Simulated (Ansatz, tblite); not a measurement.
**(H2Al-mu-OH)3 (Al₃H₉O₃): rung by rung**

An exercise on one series of results from a longer session: the logs are not shown, and one member is left open.

The runs use Ansatz 0.2.0, Gaussian basis; as each input shows.

Plan: GFN1-xTB, GFN2-xTB, PBE-D4/def2-TZVP, r2SCAN-D4/def2-TZVP, B3LYP-D4/def2-TZVP, B97M-V/def2-TZVP, r2SCAN0-D4/def2-TZVP, PBE-D4/def2-SVP, PBE0-D4/def2-SVP, HF/STO-3G, HF/6-31G, B3LYP-D4/6-31G, CCSD(T)/def2-SVP, MP2/def2-TZVP, RPA/def2-TZVP.

2 further runs of the same task are left out: 2 set aside as unsound or not needed.

## The relaxed structure

The geometry is that of the singlet, from an earlier relaxation (PBE-D4/def2-SVP).

15 atoms, charge 0, spin multiplicity 1.

Bond lengths: Al1–H2 1.603 Å, Al1–H3 1.596 Å, Al1–O4 1.879 Å, Al1–O12 1.878 Å, O4–Al5 1.884 Å, O4–H13 0.974 Å, Al5–H6 1.598 Å, Al5–H7 1.599 Å, Al5–O8 1.882 Å, O8–Al9 1.883 Å, O8–H14 0.977 Å, Al9–H10 1.598 Å, Al9–H11 1.599 Å, Al9–O12 1.884 Å, O12–H15 0.974 Å. Angles: H2–Al1–H3 126.1°, H2–Al1–O4 105.6°, H2–Al1–O12 105.8°, H3–Al1–O4 107.7°, H3–Al1–O12 107.4°, O4–Al1–O12 101.7°, Al1–O4–Al5 123.9°, Al1–O4–H13 115.5°, Al5–O4–H13 117.6°, O4–Al5–H6 106.4°, O4–Al5–H7 111.5°, O4–Al5–O8 94.2°, H6–Al5–H7 124.8°, H6–Al5–O8 110.6°, H7–Al5–O8 105.1°, Al5–O8–Al9 131.5°, Al5–O8–H14 113.6°, Al9–O8–H14 113.4° and more.

PBE0-D4/def2-TZVP was run before; its log isn't repeated, and its numbers join the tables.

Set-up of the first run:

Tight binding, by tblite at 300 K electronic temperature and without a spin-polarisation term:

```python
tblite.interface.Calculator('GFN1-xTB', numbers, positions, charge=0, uhf=0).singlepoint()
```

Tight binding, by tblite at 300 K electronic temperature and without a spin-polarisation term:

```python
tblite.interface.Calculator('GFN2-xTB', numbers, positions, charge=0, uhf=0).singlepoint()
```

start.molden holds the orbitals of an earlier run on this state, given as this run's starting guess.

Input file in.yaml:

```yaml
crystal:
  periodic: [false, false, false]
  atoms:
    - {symbol: Al, position_ang: [1.511480, 1.010044, -0.057576]}
    - {symbol: H, position_ang: [3.094411, 0.864381, -0.265162]}
    - {symbol: H, position_ang: [0.718570, 2.369908, 0.206903]}
    - {symbol: O, position_ang: [0.728072, 0.173250, -1.546581]}
    - {symbol: Al, position_ang: [-1.089706, -0.313325, -1.643459]}
    - {symbol: H, position_ang: [-1.122796, -1.888391, -1.911897]}
    - {symbol: H, position_ang: [-1.942904, 0.768769, -2.454322]}
    - {symbol: O, position_ang: [-1.429169, 0.055438, 0.170165]}
    - {symbol: Al, position_ang: [-0.704022, -0.672251, 1.747731]}
    - {symbol: H, position_ang: [-0.743256, -2.269409, 1.709527]}
    - {symbol: H, position_ang: [-1.302466, 0.227964, 2.925704]}
    - {symbol: O, position_ang: [1.064405, -0.177854, 1.327204]}
    - {symbol: H, position_ang: [1.348329, -0.274003, -2.150385]}
    - {symbol: H, position_ang: [-1.911130, 0.892331, 0.314736]}
    - {symbol: H, position_ang: [1.780193, -0.766861, 1.627432]}
basis:
  gaussian: {orbitals: def2-TZVP, initial_orbitals: start.molden}
hamiltonian: {xc: pbe, dispersion: d4}
scf: {omitted_lower_state_checks: [starts]}
output: {forces: true, orbitals: {seedname: orbitals}}
```

On the command line:

```bash
> ansatz run in.yaml --threads 4 --pin off --events-out ev --progress --plain --max-ram 4787MiB
```

Among the steps run: PBE-D4/def2-TZVP; r2SCAN-D4/def2-TZVP; B3LYP-D4/def2-TZVP; B97M-V/def2-TZVP; r2SCAN0-D4/def2-TZVP; PBE-D4/def2-SVP; PBE0-D4/def2-SVP; HF/STO-3G; HF/6-31G; B3LYP-D4/6-31G; CCSD(T)/def2-SVP; MP2/def2-TZVP; RPA/def2-TZVP.

One table of the session follows, with a row left open; its other results are not shown here.

It belongs to the step «Binding energy». 

| method | binding an atom (eV) |
| --- | --- |
| HF/STO-3G | 3.478 |
| HF/6-31G | 2.355 |
| HF/def2-SVP | 2.605 |
| HF/def2-TZVP | 2.569 |
| PBE-D4/def2-SVP | 3.443 |
| PBE-D4/def2-TZVP | 3.410 |
| r2SCAN-D4/def2-TZVP | 3.453 |
| B97M-V/def2-TZVP | 3.488 |
| B3LYP-D4/6-31G | 3.242 |
| B3LYP-D4/def2-TZVP | 3.430 |
| PBE0-D4/def2-SVP | 3.397 |
| PBE0-D4/def2-TZVP | 3.369 |
| r2SCAN0-D4/def2-TZVP | 3.398 |
| MP2/def2-SVP | 3.331 |
| MP2/def2-TZVP | ? |
| CCSD/def2-SVP | 3.277 |
| CCSD(T)/def2-SVP | 3.298 |

Q: Estimate the row for MP2/def2-TZVP from the others.

**Answer.** binding an atom (eV): 3.380. In the column «binding an atom (eV)» it lies between PBE0-D4/def2-TZVP (3.369) and PBE0-D4/def2-SVP (3.397).

Limits of these values: Free atoms were run apart at each level; binding is atoms less cluster, divided by the number of atoms, without zero-point or spin-orbit terms.
